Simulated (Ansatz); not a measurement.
**C₂H₄OSi: one species, many methods**

An exercise on one series of results from a longer session: the logs are not shown, and one member is left open.

Program: Ansatz 0.2.0, Gaussian basis. Level of theory: functionals in def2-TZVPP, the program's frozen cores in correlated methods. These are calculated values, not measurements.

Plan: LDA (SPW92), PBE-D4, revPBE-D4, BLYP-D4, r2SCAN-D4, B97M-V, PBE0-D4, B3LYP-D4, r2SCANh-D4, r2SCAN0-D4, HSE06-D4, BHLYP-D4, CAM-B3LYP-D4, LC-ωPBE, ωB97X-V, ωB97M-V, B2PLYP, PBE-QIDH; CCSD(T)/def2-SVP; CCSD(T)/def2-TZVPP; MP2/def2-QZVPP; extrapolation to the limit; RPA on PBE.

**The geometry**

The geometry comes from an earlier relaxation with PBE0-D4 in a triple-zeta def2 set; it is a stationary point, not always the lowest conformer.

SMILES `C=C1O[SiH2]1`, 8 atoms, charge 0, spin multiplicity 1.

Atoms are counted from 1 here; the program's logs count them from 0.

Bond lengths: C1–C2 1.318 Å, C1–H5 1.081 Å, C1–H6 1.085 Å, C2–O3 1.402 Å, C2–Si4 1.776 Å, O3–Si4 1.690 Å, Si4–H7 1.477 Å, Si4–H8 1.477 Å. Angles: C2–C1–H5 119.8°, C2–C1–H6 121.2°, H5–C1–H6 119.0°, C1–C2–O3 130.2°, C1–C2–Si4 166.9°, O3–C2–Si4 63.0°, C2–O3–Si4 69.4°, C2–Si4–O3 47.7°, C2–Si4–H7 122.6°, C2–Si4–H8 122.6°, O3–Si4–H7 116.5°, O3–Si4–H8 116.5°, H7–Si4–H8 113.2°.

As a file:

```mol
C2H4OSi
  3D, bonds by distance, orders not assigned

  8  8  0  0  0  0  0  0  0  0999 V2000
   -0.1925    1.6017   -0.2184 C   0  0
    0.0055    0.3222    0.0269 C   0  0
    0.5656   -0.3077    1.1478 O   0  0
    0.1057   -1.4505   -0.0095 Si  0  0
   -0.6446    1.9069   -1.1518 H   0  0
    0.0905    2.3619    0.5015 H   0  0
    1.1984   -2.1720   -0.6932 H   0  0
   -1.0364   -2.3195    0.3408 H   0  0
  1  2  8  0
  2  3  8  0
  3  4  8  0
  1  5  8  0
  1  6  8  0
  4  7  8  0
  4  8  8  0
  2  4  8  0
M  END
```

Set-up of the first run:

in.yaml reads:

```yaml
crystal:
  periodic: [false, false, false]
  atoms:
    - {symbol: C, position_ang: [-0.192482, 1.601689, -0.218418]}
    - {symbol: C, position_ang: [0.005496, 0.322160, 0.026940]}
    - {symbol: O, position_ang: [0.565590, -0.307698, 1.147807]}
    - {symbol: Si, position_ang: [0.105653, -1.450532, -0.009454]}
    - {symbol: H, position_ang: [-0.644613, 1.906910, -1.151791]}
    - {symbol: H, position_ang: [0.090496, 2.361883, 0.501499]}
    - {symbol: H, position_ang: [1.198409, -2.171972, -0.693166]}
    - {symbol: H, position_ang: [-1.036350, -2.319540, 0.340782]}
basis:
  gaussian: {orbitals: def2-TZVPP}
hamiltonian: {xc: lda}
output: {orbitals: {seedname: orbitals}}
```

Command:

```
ansatz run in.yaml --threads 2 --pin off --events-out ev --progress --plain --max-ram 4352MiB
```

Among the steps run: LDA; PBE-D4 (GGA); revPBE-D4 (GGA); BLYP-D4 (GGA); r2SCAN-D4 (meta-GGA); B97M-V (meta-GGA); B3LYP-D4 (hybrid); r2SCANh-D4 (hybrid); r2SCAN0-D4 (hybrid); HSE06-D4 (hybrid); BHLYP-D4 (hybrid); CAM-B3LYP-D4 (range-separated); LC-ωPBE (range-separated); ωB97X-V (range-separated); ωB97M-V (range-separated); B2PLYP (double hybrid); PBE-QIDH (double hybrid).

One of the session's tables, all rows but one given; the rest of the session is left out.

It belongs to the step «Orbital energies across the functionals». 

```
  functional  HOMO (eV)  gap (eV)
 LDA (SPW92)      -5.96      3.97
      PBE-D4      -5.77      3.98
   revPBE-D4          ?         ?
     BLYP-D4      -5.60      3.92
   r2SCAN-D4      -5.97      4.49
      B97M-V      -6.00      4.39
     PBE0-D4      -6.92      5.99
    B3LYP-D4      -6.69      5.51
  r2SCANh-D4      -6.41      5.22
  r2SCAN0-D4      -7.07      6.32
    HSE06-D4      -6.52      5.21
    BHLYP-D4      -7.92      7.82
CAM-B3LYP-D4      -8.23      8.28
     LC-ωPBE      -9.60     10.84
     ωB97X-V      -9.22     10.34
     ωB97M-V      -9.15      9.97
```

**Question.** Estimate the row for revPBE-D4.

As computed: HOMO (eV): -5.70; gap (eV): 4.00. In the column «HOMO (eV)» it lies between PBE-D4 (-5.77) and BLYP-D4 (-5.60).
